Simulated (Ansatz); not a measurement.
# C₂H₈InNO₂: basis-set convergence

How large a basis does C₂H₈InNO₂ need? Two functionals are run in growing sets.

Method: one geometry, several basis sets; program: Ansatz 0.2.0, Gaussian basis.

Levels to be run: PBE0-D4/def2-SVP; ωB97M-V/def2-SVP; PBE0-D4/def2-QZVPP; ωB97M-V/def2-QZVPP; the functionals' def2-TZVPP values are taken from earlier runs.

**1. The relaxed structure**

An earlier PBE0-D4 in a triple-zeta def2 set relaxation fixed the geometry. In takes the def2 core potential; no spin-orbit term is included.

SMILES `C[O][In]([NH2])[O]C`, 14 atoms, charge 0, spin multiplicity 1.

Atoms are counted from 1 here; the program's logs count them from 0.

Bond lengths: C1–O2 1.407 Å, C1–H7 1.098 Å, C1–H8 1.096 Å, C1–H9 1.097 Å, O2–In3 1.971 Å, In3–N4 2.012 Å, In3–O5 1.984 Å, N4–H10 1.011 Å, N4–H11 1.011 Å, O5–C6 1.402 Å, C6–H12 1.099 Å, C6–H13 1.100 Å, C6–H14 1.096 Å. Angles: O2–C1–H7 111.5°, O2–C1–H8 108.5°, O2–C1–H9 113.5°, H7–C1–H8 107.7°, H7–C1–H9 107.6°, H8–C1–H9 107.8°, C1–O2–In3 121.5°, O2–In3–N4 122.9°, O2–In3–O5 112.5°, N4–In3–O5 124.1°, In3–N4–H10 114.7°, In3–N4–H11 114.9°, H10–N4–H11 108.7°, In3–O5–C6 122.3°, O5–C6–H12 113.1°, O5–C6–H13 112.8°, O5–C6–H14 108.6°, H12–C6–H13 107.6° and more.

Coordinates:

| atom | x (Å) | y (Å) | z (Å) |
| --- | --- | --- | --- |
| C1 | -0.9430 | -1.6517 | 2.0575 |
| O2 | -0.8776 | -1.8543 | 0.6670 |
| In3 | -0.1085 | -0.4966 | -0.5366 |
| N4 | -0.0562 | -0.7133 | -2.5365 |
| O5 | 0.3599 | 1.1819 | 0.4123 |
| C6 | 0.8612 | 2.3061 | -0.2583 |
| H7 | -0.0241 | -1.9858 | 2.5567 |
| H8 | -1.7736 | -2.2443 | 2.4569 |
| H9 | -1.1114 | -0.6049 | 2.3389 |
| H10 | -0.0116 | -1.6714 | -2.8563 |
| H11 | 0.6660 | -0.1826 | -3.0040 |
| H12 | 0.1950 | 2.6651 | -1.0557 |
| H13 | 1.8502 | 2.1296 | -0.7059 |
| H14 | 0.9737 | 3.1224 | 0.4640 |

**2. PBE0-D4 in def2-SVP**

in.yaml reads:

```yaml
crystal:
  periodic: [false, false, false]
  atoms:
    - {symbol: C, position_ang: [-0.942988, -1.651689, 2.057526]}
    - {symbol: O, position_ang: [-0.877605, -1.854329, 0.666967]}
    - {symbol: In, position_ang: [-0.108484, -0.496626, -0.536603]}
    - {symbol: N, position_ang: [-0.056178, -0.713337, -2.536536]}
    - {symbol: O, position_ang: [0.359894, 1.181899, 0.412322]}
    - {symbol: C, position_ang: [0.861215, 2.306068, -0.258289]}
    - {symbol: H, position_ang: [-0.024082, -1.985834, 2.556662]}
    - {symbol: H, position_ang: [-1.773602, -2.244282, 2.456914]}
    - {symbol: H, position_ang: [-1.111416, -0.604913, 2.338925]}
    - {symbol: H, position_ang: [-0.011647, -1.671371, -2.856293]}
    - {symbol: H, position_ang: [0.666002, -0.182616, -3.004022]}
    - {symbol: H, position_ang: [0.194954, 2.665126, -1.055692]}
    - {symbol: H, position_ang: [1.850192, 2.129563, -0.705886]}
    - {symbol: H, position_ang: [0.973726, 3.122370, 0.464006]}
basis:
  gaussian: {orbitals: def2-SVP}
hamiltonian: {xc: pbe0, dispersion: d4}
output: {orbitals: {seedname: orbitals}}
```

Launch:

```bash
> ansatz run in.yaml --threads 8 --pin off --events-out ev --progress --plain --max-ram 18278MiB
```

Further steps of the session: ωB97M-V in def2-SVP; PBE0-D4 in def2-QZVPP; ωB97M-V in def2-QZVPP.

**Question.** What will the summary of the whole plan be? Wanted: PBE0-D4: double and triple zeta above quadruple; ωB97M-V: double and triple zeta above quadruple.

The runs gave:

```
                                       quantity           value
PBE0-D4: double and triple zeta above quadruple  10.25, 0.53 eV
ωB97M-V: double and triple zeta above quadruple  10.56, 0.51 eV
```

In words: For PBE0-D4 the step from double to triple zeta gains 9.72 eV and the next only 0.53 eV. These are total energies; as a rule much of such shifts cancels in differences, which this series doesn't test. The LUMO of ωB97M-V is positive and keeps falling with the basis (0.71 to 0.06 eV): an unbound level that the basis holds in place.
